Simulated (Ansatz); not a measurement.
# C2H12BNSi2: how energies converge with the basis set

One table from this session's results is given with a row withheld; the runs are named, their logs left out.

Method: one geometry, several basis sets; program: Ansatz 0.2.0, Gaussian basis.

Levels to be run: PBE0-D4/def2-SVP; ωB97M-V/def2-SVP; PBE0-D4/def2-QZVPP; ωB97M-V/def2-QZVPP; the functionals' def2-TZVPP values are taken from earlier runs.

1 further run of the same task is left out (it didn't finish). Runs told in other sessions of the task aren't counted.

**Structure used throughout**

All runs share one geometry, relaxed beforehand with PBE0-D4 in a triple-zeta def2 set.

SMILES `BN([SiH3])[SiH](C)C`, 18 atoms, charge 0, spin multiplicity 1.

Atoms are counted from 1 here; the program's logs count them from 0.

Bond lengths: B1–N2 1.406 Å, B1–H7 1.199 Å, B1–H8 1.203 Å, N2–Si3 1.748 Å, N2–Si4 1.768 Å, Si3–H9 1.487 Å, Si3–H10 1.482 Å, Si3–H11 1.487 Å, Si4–C5 1.862 Å, Si4–C6 1.862 Å, Si4–H12 1.493 Å, C5–H13 1.092 Å, C5–H14 1.093 Å, C5–H15 1.093 Å, C6–H16 1.093 Å, C6–H17 1.093 Å, C6–H18 1.092 Å. Angles: N2–B1–H7 120.7°, N2–B1–H8 119.5°, H7–B1–H8 119.8°, B1–N2–Si3 122.0°, B1–N2–Si4 118.9°, Si3–N2–Si4 119.1°, N2–Si3–H9 110.1°, N2–Si3–H10 109.0°, N2–Si3–H11 110.1°, H9–Si3–H10 109.9°, H9–Si3–H11 107.9°, H10–Si3–H11 109.9°, N2–Si4–C5 110.3°, N2–Si4–C6 110.3°, N2–Si4–H12 104.8°, C5–Si4–C6 112.1°, C5–Si4–H12 109.6°, C6–Si4–H12 109.6° and more.

Set-up of the first run:

Input file in.yaml:

```yaml
crystal:
  periodic: [false, false, false]
  atoms:
    - {symbol: B, position_ang: [0.002240, 1.039297, 1.645722]}
    - {symbol: N, position_ang: [-0.128667, -0.179882, 0.958687]}
    - {symbol: Si, position_ang: [-0.459182, -1.681792, 1.789845]}
    - {symbol: Si, position_ang: [0.046599, -0.192658, -0.800129]}
    - {symbol: C, position_ang: [-1.272411, 0.858997, -1.588417]}
    - {symbol: C, position_ang: [1.759314, 0.356193, -1.282310]}
    - {symbol: H, position_ang: [-0.110380, 1.085101, 2.838742]}
    - {symbol: H, position_ang: [0.229744, 2.046015, 1.027289]}
    - {symbol: H, position_ang: [-1.732036, -2.270231, 1.295103]}
    - {symbol: H, position_ang: [-0.558180, -1.415696, 3.244636]}
    - {symbol: H, position_ang: [0.628507, -2.661080, 1.527011]}
    - {symbol: H, position_ang: [-0.150305, -1.619353, -1.193649]}
    - {symbol: H, position_ang: [-2.268315, 0.510368, -1.305694]}
    - {symbol: H, position_ang: [-1.196295, 0.822325, -2.678335]}
    - {symbol: H, position_ang: [-1.174445, 1.901494, -1.275790]}
    - {symbol: H, position_ang: [1.940954, 1.384723, -0.960967]}
    - {symbol: H, position_ang: [1.888962, 0.310946, -2.366855]}
    - {symbol: H, position_ang: [2.516397, -0.283366, -0.822889]}
basis:
  gaussian: {orbitals: def2-SVP}
hamiltonian: {xc: pbe0, dispersion: d4}
output: {orbitals: {seedname: orbitals}}
```

Started as:

```sh
> ansatz run in.yaml --threads 4 --pin off --events-out ev --progress --plain --max-ram 11315MiB
```

Steps of the session up to this table: PBE0-D4 in def2-SVP; ωB97M-V in def2-SVP; PBE0-D4 in def2-QZVPP; ωB97M-V in def2-QZVPP.

One of the session's tables, all rows but one given; the rest of the session is left out.

It belongs to the step «Functionals by basis». 

```
functional       basis  HOMO (eV)  LUMO (eV)
   PBE0-D4    def2-SVP          ?          ?
   PBE0-D4  def2-TZVPP      -8.12      -0.43
   PBE0-D4  def2-QZVPP      -8.13      -0.49
   ωB97M-V    def2-SVP     -10.29       1.81
   ωB97M-V  def2-TZVPP     -10.37       1.38
   ωB97M-V  def2-QZVPP     -10.37       1.17
```

**Question.** Estimate the row for PBE0-D4, def2-SVP.

As computed: HOMO (eV): -8.07; LUMO (eV): -0.20. In the column «HOMO (eV)» it is the highest.
